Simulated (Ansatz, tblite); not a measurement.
# (H3Ge)2O (Ge2H6O): rung by rung

Aim: run the singlet of (H3Ge)2O (Ge2H6O) at one geometry on many levels, and compare frontier levels, spin and run time.

Program: Ansatz 0.2.0, Gaussian basis. Level of theory: as each input shows. These are calculated values, not measurements.

The runs, in order: GFN1-xTB, GFN2-xTB, PBE-D4/def2-TZVP, r2SCAN-D4/def2-TZVP, r2SCAN0-D4/def2-TZVP, LDA/def2-TZVP, ωB97M-V/def2-TZVP, r2SCANh-D4/def2-TZVP, HF/def2-TZVP, B3LYP-D4/def2-TZVP, BHLYP-D4/def2-TZVP, PBE-D4/def2-SVP, PBE0-D4/def2-SVP, HF/STO-3G, HF/6-31G, B3LYP-D4/6-31G, CCSD(T)/def2-TZVP, RPA/def2-TZVP.

### 1 The structure

The singlet was relaxed beforehand with r2SCAN-D4/def2-SVP.

9 atoms, charge 0, spin multiplicity 1.

Bond lengths: Ge1–H2 1.541 Å, Ge1–H3 1.532 Å, Ge1–H4 1.541 Å, Ge1–O5 1.780 Å, O5–Ge6 1.780 Å, Ge6–H7 1.541 Å, Ge6–H8 1.541 Å, Ge6–H9 1.532 Å. Angles: H2–Ge1–H3 111.2°, H2–Ge1–H4 110.0°, H2–Ge1–O5 109.4°, H3–Ge1–H4 111.2°, H3–Ge1–O5 105.5°, H4–Ge1–O5 109.4°, Ge1–O5–Ge6 128.1°, O5–Ge6–H7 109.4°, O5–Ge6–H8 109.4°, O5–Ge6–H9 105.5°, H7–Ge6–H8 110.0°, H7–Ge6–H9 111.2°, H8–Ge6–H9 111.2°.

Geometry (Å):

```csv
atom,x (Å),y (Å),z (Å)
Ge1,1.4955,-0.0252,0.5717
H2,2.0970,-0.6060,-0.7227
H3,2.4056,1.0508,1.1719
H4,1.2285,-1.1576,1.5817
O5,-0.0353,0.8017,0.1942
Ge6,-1.4993,0.1149,-0.5502
H7,-1.1680,-0.3738,-1.9731
H8,-2.0050,-1.0624,0.3058
H9,-2.5190,1.2575,-0.5795
```

PBE0-D4/def2-TZVP was run before; its log isn't repeated, and its numbers join the tables.

### 2 GFN1-xTB

Tight binding, by tblite at 300 K electronic temperature and without a spin-polarisation term:

```python
tblite.interface.Calculator('GFN1-xTB', numbers, positions, charge=0, uhf=0).singlepoint()
```

Energy -306.6628 eV, HOMO -12.54 eV, LUMO -7.46 eV; 0.005 s.

### 3 GFN2-xTB

Tight binding, by tblite at 300 K electronic temperature and without a spin-polarisation term:

```python
tblite.interface.Calculator('GFN2-xTB', numbers, positions, charge=0, uhf=0).singlepoint()
```

Energy -299.2907 eV, HOMO -11.66 eV, LUMO -4.56 eV; 0.002 s.

### 4 PBE-D4/def2-TZVP

start.molden holds the orbitals of an earlier run on this state, given as this run's starting guess.

The input, in.yaml:

```yaml
crystal:
  periodic: [false, false, false]
  atoms:
    - {symbol: Ge, position_ang: [1.495470, -0.025228, 0.571727]}
    - {symbol: H, position_ang: [2.096959, -0.606030, -0.722666]}
    - {symbol: H, position_ang: [2.405589, 1.050844, 1.171887]}
    - {symbol: H, position_ang: [1.228543, -1.157563, 1.581738]}
    - {symbol: O, position_ang: [-0.035307, 0.801722, 0.194215]}
    - {symbol: Ge, position_ang: [-1.499305, 0.114887, -0.550195]}
    - {symbol: H, position_ang: [-1.167971, -0.373777, -1.973085]}
    - {symbol: H, position_ang: [-2.004983, -1.062395, 0.305839]}
    - {symbol: H, position_ang: [-2.519005, 1.257550, -0.579460]}
basis:
  gaussian: {orbitals: def2-TZVP, initial_orbitals: start.molden}
hamiltonian: {xc: pbe, dispersion: d4}
scf: {omitted_lower_state_checks: [starts]}
output: {forces: true, orbitals: {seedname: orbitals}}
```

The run is started by

```sh
$ ansatz run in.yaml --threads 4 --pin off --events-out ev --progress --plain --max-ram 3916MiB
```

Further steps of the session: r2SCAN-D4/def2-TZVP; r2SCAN0-D4/def2-TZVP; LDA/def2-TZVP; ωB97M-V/def2-TZVP; r2SCANh-D4/def2-TZVP; HF/def2-TZVP; B3LYP-D4/def2-TZVP; BHLYP-D4/def2-TZVP; PBE-D4/def2-SVP; PBE0-D4/def2-SVP; HF/STO-3G; HF/6-31G; B3LYP-D4/6-31G; CCSD(T)/def2-TZVP; RPA/def2-TZVP.

**Question.** What will the summary of the whole plan be? Wanted: gap in def2-TZVP, named functionals and Hartree-Fock, smallest and largest; correlation energy, CCSD(T)/def2-TZVP; binding an atom, CCSD(T)/def2-TZVP; PBE0 total energy, smallest basis above largest.

**Answer**, as computed:

| quantity | value |
| --- | --- |
| gap in def2-TZVP, named functionals and Hartree-Fock, smallest and largest | 5.35 eV (LDA), 14.81 eV (HF) |
| correlation energy, CCSD(T)/def2-TZVP | -21.70 eV |
| binding an atom, CCSD(T)/def2-TZVP | 2.847 eV |
| PBE0 total energy, smallest basis above largest | 16.86 eV (def2-SVP, def2-TZVP) |

**Reading.** Over the named functionals and Hartree-Fock in def2-TZVP the gap runs from 5.35 eV (LDA) to 14.81 eV (HF); exact exchange widens it. A small miss in a minimal or small basis is a cancelling of errors, not accuracy. The functionals in def2-TZVP miss CCSD(T)/def2-TZVP by +0.003 (BHLYP-D4) to +0.457 eV (LDA) an atom. CCSD(T)/def2-TZVP isn't at the basis-set limit; small misses against it rank nothing.
